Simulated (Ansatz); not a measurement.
# AlBeH2 (doublet): wave-function methods side by side at twist about Al1–Be2 = 150.0°, 6-31G

How much of the correlation energy of AlBeH2 (doublet) does each wave-function method recover here?

Computed with Ansatz 0.2.0, Gaussian basis. Level: 6-31G, core rule «outside noble gas», up to 6 orbitals frozen.

Plan: UHF; CCSD(T) on ROHF; CCSD(T) on UHF; BCCD(T) on ROHF; CISD as a restricted active space (open shells left free, so some higher excitations enter); CCSDT(Q) on ROHF; CCSDT(Q) on UHF; CCSDTQ on ROHF; CASSCF and MRCISD+Q, 3 electrons in 3 orbitals; CASSCF and NEVPT2, 3 electrons in 3 orbitals; CASSCF and MRCISD+Q, 7 electrons in 10 orbitals; CASSCF and NEVPT2, 7 electrons in 10 orbitals; Full CI.

12 further runs of the same task are left out: 10 that didn't finish, 2 set aside as unsound or not needed. Runs told in other sessions of the task aren't counted.

### Step 1. The geometry

The geometry derives from a PBE0/def2-TZVP stationary point (not a proven minimum). One half is turned about the bond named; the halves are rigid.

4 atoms, charge 0, spin multiplicity 2.

Atoms are counted from 1 here; the program's logs count them from 0.

Bond lengths: Al1–H3 1.603 Å, Be2–H4 1.345 Å.

Coordinates:

```xyz
4
charge 0, multiplicity 2
Al    0.00323   -0.09923    0.61128
Be    0.00323    0.13353   -1.69593
H     0.00323    0.98620    1.79088
H    -0.11851    0.47607   -2.99062
```

### Step 2. UHF

in.yaml

```yaml
crystal:
  periodic: [false, false, false]
  atoms:
    - {symbol: Al, position_ang: [0.003228, -0.099226, 0.611282]}
    - {symbol: Be, position_ang: [0.003228, 0.133528, -1.695934]}
    - {symbol: H, position_ang: [0.003228, 0.986201, 1.790876]}
    - {symbol: H, position_ang: [-0.118513, 0.476069, -2.990617]}
basis:
  gaussian: {orbitals: 6-31G}
magnetization: {spin_polarized: true, initial_magnetization: 1}
hamiltonian: {xc: hf}
output: {orbitals: {seedname: orbitals}}
```

The run is started by

```console
> ansatz run in.yaml --threads 1 --pin off --events-out ev --progress --plain --max-ram 2393MiB
```

After this run come: CCSD(T) on ROHF; CCSD(T) on UHF; BCCD(T) on ROHF; CISD as a restricted active space (open shells left free, so some higher excitations enter); CCSDT(Q) on ROHF; CCSDT(Q) on UHF; CCSDTQ on ROHF; CASSCF and MRCISD+Q, 3 electrons in 3 orbitals; CASSCF and NEVPT2, 3 electrons in 3 orbitals; CASSCF and MRCISD+Q, 7 electrons in 10 orbitals; CASSCF and NEVPT2, 7 electrons in 10 orbitals; Full CI.

Q: Predict the results of all the runs planned. Wanted: FCI from the RHF energy; RMP2 from FCI; UMP2 from FCI; RCCSD from FCI; RCCSD(T) from FCI; UCCSD(T) from FCI; RCCSDT(Q) from FCI; UCCSDT(Q) from FCI; NEVPT2 pair from FCI.

The runs gave:

| quantity | value |
| --- | --- |
| FCI from the ROHF energy | -1.9526 eV |
| RMP2 from FCI | +14.80 kcal/mol |
| UMP2 from FCI | +14.56 kcal/mol |
| RCCSD from FCI | +1.20 kcal/mol |
| RCCSD(T) from FCI | +0.44 kcal/mol |
| UCCSD(T) from FCI | +0.43 kcal/mol |
| RCCSDT(Q) from FCI | +0.01 kcal/mol |
| UCCSDT(Q) from FCI | +0.01 kcal/mol |
| NEVPT2 pair from FCI | +12.46 kcal/mol |
| MRCISD+Q pair from FCI | +0.01 kcal/mol |
| NEVPT2 valence from FCI | +3.57 kcal/mol |
| levels within 1 kcal/mol (43 meV) | RCCSD(T), UCCSD(T), BCCD(T), RCCSDT, UCCSDT, RCCSDT(Q), UCCSDT(Q), RCCSDTQ, MRCISD+Q pair, MRCISD valence, MRCISD+Q valence |
| T1 diagnostic | 0.027 |
| effectively unpaired electrons | 1.04 |

What this shows: RCCSD(T) lands +0.44 kcal/mol from the yardstick (1.0 % of the correlation energy). One determinant dominates. Of the multireference levels listed MRCISD+Q pair comes nearest in total energy (+0.01 kcal/mol), which doesn't show that its space is the better one. These misses are within one basis, not against nature; the frozen cores of restricted and unrestricted runs differ, which can shift their rows.

Levels on UHF freeze UHF's core orbitals, full CI those of ROHF, so the U rows can settle a little off it for that reason alone.

With open shells the CI space here admits some higher excitations, so it is larger than plain CISD.
